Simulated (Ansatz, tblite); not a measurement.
# SnH3(NEt2) (C₄H₁₃NSn): one state, many levels

How do method and basis change the picture of SnH3(NEt2) (C₄H₁₃NSn) (singlet)?

Program: Ansatz 0.2.0, Gaussian basis. Level of theory: as each input shows. These are calculated values, not measurements.

Plan: GFN1-xTB, GFN2-xTB, PBE-D4/def2-TZVP, r2SCAN-D4/def2-TZVP, revPBE-D4/def2-TZVP, LC-ωPBE/def2-TZVP, BLYP-D4/def2-TZVP, PBE-D4/def2-SVP, PBE0-D4/def2-SVP, CCSD(T)/def2-SVP, MP2/def2-TZVP, RPA/def2-TZVP.

2 further runs of the same task are left out: 2 set aside as unsound or not needed.

## 1. The structure

The geometry is that of the singlet, from an earlier relaxation (PBE0-D4/def2-SVP).

19 atoms, charge 0, spin multiplicity 1.

Bond lengths: Sn1–H2 1.713 Å, Sn1–H3 1.713 Å, Sn1–H4 1.725 Å, Sn1–N5 2.040 Å, N5–C6 1.446 Å, N5–C8 1.449 Å, C6–C7 1.526 Å, C6–H10 1.105 Å, C6–H11 1.107 Å, C7–H12 1.103 Å, C7–H13 1.102 Å, C7–H14 1.102 Å, C8–C9 1.524 Å, C8–H15 1.111 Å, C8–H16 1.104 Å, C9–H17 1.101 Å, C9–H18 1.101 Å, C9–H19 1.102 Å. Angles: H2–Sn1–H3 112.9°, H2–Sn1–H4 109.7°, H2–Sn1–N5 105.7°, H3–Sn1–H4 109.5°, H3–Sn1–N5 105.6°, H4–Sn1–N5 113.5°, Sn1–N5–C6 119.2°, Sn1–N5–C8 120.0°, C6–N5–C8 116.1°, N5–C6–C7 115.4°, N5–C6–H10 109.0°, N5–C6–H11 108.9°, C7–C6–H10 109.1°, C7–C6–H11 109.0°, H10–C6–H11 104.9°, C6–C7–H12 111.2°, C6–C7–H13 111.5°, C6–C7–H14 111.3° and more.

Coordinates:

| atom | x (Å) | y (Å) | z (Å) |
| --- | --- | --- | --- |
| Sn1 | 0.9743 | 2.0065 | 0.7597 |
| H2 | 0.6090 | 2.2126 | 2.4207 |
| H3 | 2.6576 | 1.9726 | 0.4469 |
| H4 | 0.2448 | 3.2722 | -0.1568 |
| N5 | 0.2886 | 0.1486 | 0.2697 |
| C6 | -1.0096 | -0.2738 | 0.7473 |
| C7 | -2.2043 | 0.3114 | -0.0006 |
| C8 | 0.7744 | -0.5099 | -0.9261 |
| C9 | 1.3469 | -1.8961 | -0.6565 |
| H10 | -1.0970 | -0.0234 | 1.8203 |
| H11 | -1.0649 | -1.3785 | 0.7082 |
| H12 | -2.2356 | 1.4094 | 0.0966 |
| H13 | -2.1609 | 0.0764 | -1.0759 |
| H14 | -3.1551 | -0.0861 | 0.3895 |
| H15 | -0.0178 | -0.5845 | -1.7011 |
| H16 | 1.5638 | 0.1086 | -1.3879 |
| H17 | 2.1905 | -1.8331 | 0.0479 |
| H18 | 0.5931 | -2.5662 | -0.2144 |
| H19 | 1.7019 | -2.3667 | -1.5875 |

Sn takes a core potential in the def2 sets. No spin-orbit coupling is included.

PBE0-D4/def2-TZVP was run before; its log isn't repeated, and its numbers join the tables.

## 2. GFN1-xTB

Tight binding, by tblite at 300 K electronic temperature and without a spin-polarisation term:

```python
tblite.interface.Calculator('GFN1-xTB', numbers, positions, charge=0, uhf=0).singlepoint()
```

Energy -574.8374 eV, HOMO -9.97 eV, LUMO -5.19 eV; 0.011 s.

## 3. GFN2-xTB

Tight binding, by tblite at 300 K electronic temperature and without a spin-polarisation term:

```python
tblite.interface.Calculator('GFN2-xTB', numbers, positions, charge=0, uhf=0).singlepoint()
```

Energy -549.1242 eV, HOMO -9.42 eV, LUMO -5.42 eV; 0.007 s.

## 4. PBE-D4/def2-TZVP

start.molden holds the orbitals of an earlier run on this state, given as this run's starting guess.

in.yaml

```yaml
crystal:
  periodic: [false, false, false]
  atoms:
    - {symbol: Sn, position_ang: [0.974258, 2.006524, 0.759734]}
    - {symbol: H, position_ang: [0.609023, 2.212645, 2.420694]}
    - {symbol: H, position_ang: [2.657629, 1.972560, 0.446924]}
    - {symbol: H, position_ang: [0.244777, 3.272167, -0.156798]}
    - {symbol: N, position_ang: [0.288597, 0.148582, 0.269726]}
    - {symbol: C, position_ang: [-1.009599, -0.273845, 0.747315]}
    - {symbol: C, position_ang: [-2.204273, 0.311430, -0.000626]}
    - {symbol: C, position_ang: [0.774368, -0.509880, -0.926129]}
    - {symbol: C, position_ang: [1.346947, -1.896138, -0.656523]}
    - {symbol: H, position_ang: [-1.096984, -0.023423, 1.820346]}
    - {symbol: H, position_ang: [-1.064907, -1.378462, 0.708187]}
    - {symbol: H, position_ang: [-2.235557, 1.409405, 0.096574]}
    - {symbol: H, position_ang: [-2.160873, 0.076381, -1.075930]}
    - {symbol: H, position_ang: [-3.155082, -0.086093, 0.389498]}
    - {symbol: H, position_ang: [-0.017772, -0.584471, -1.701089]}
    - {symbol: H, position_ang: [1.563831, 0.108610, -1.387882]}
    - {symbol: H, position_ang: [2.190541, -1.833051, 0.047899]}
    - {symbol: H, position_ang: [0.593137, -2.566236, -0.214373]}
    - {symbol: H, position_ang: [1.701937, -2.366715, -1.587516]}
basis:
  gaussian: {orbitals: def2-TZVP, initial_orbitals: start.molden}
hamiltonian: {xc: pbe, dispersion: d4}
scf: {omitted_lower_state_checks: [starts]}
output: {forces: true, orbitals: {seedname: orbitals}}
```

Command:

```console
> ansatz run in.yaml --threads 4 --pin off --events-out ev --progress --plain --max-ram 8704MiB
```

Further steps of the session: r2SCAN-D4/def2-TZVP; revPBE-D4/def2-TZVP; LC-ωPBE/def2-TZVP; BLYP-D4/def2-TZVP; PBE-D4/def2-SVP; PBE0-D4/def2-SVP; CCSD(T)/def2-SVP; MP2/def2-TZVP; RPA/def2-TZVP.

Before running them: what should the planned runs give, taken together? Wanted: gap in def2-TZVP, named functionals, smallest and largest; correlation energy, CCSD(T)/def2-SVP; correlation energy, MP2/def2-TZVP; binding an atom, CCSD(T)/def2-SVP; PBE0 total energy, smallest basis above largest.

The runs gave:

| quantity | value |
| --- | --- |
| gap in def2-TZVP, named functionals, smallest and largest | 3.83 eV (BLYP-D4), 10.51 eV (LC-ωPBE) |
| correlation energy, CCSD(T)/def2-SVP | -26.87 eV |
| correlation energy, MP2/def2-TZVP | -33.28 eV |
| binding an atom, CCSD(T)/def2-SVP | 3.497 eV |
| PBE0 total energy, smallest basis above largest | 6.50 eV (def2-SVP, def2-TZVP) |

Over the named functionals in def2-TZVP the gap runs from 3.83 eV (BLYP-D4) to 10.51 eV (LC-ωPBE); exact exchange widens it. The functionals in def2-TZVP miss CCSD(T)/def2-SVP by +0.137 (revPBE-D4) to +0.213 eV (PBE-D4) an atom. The yardstick is in a double-zeta basis, so levels in larger sets aren't compared like for like. The reference is CCSD(T) in one finite basis, so it carries an error of its own, often a tenth of an eV or more, and near misses can't be ranked.
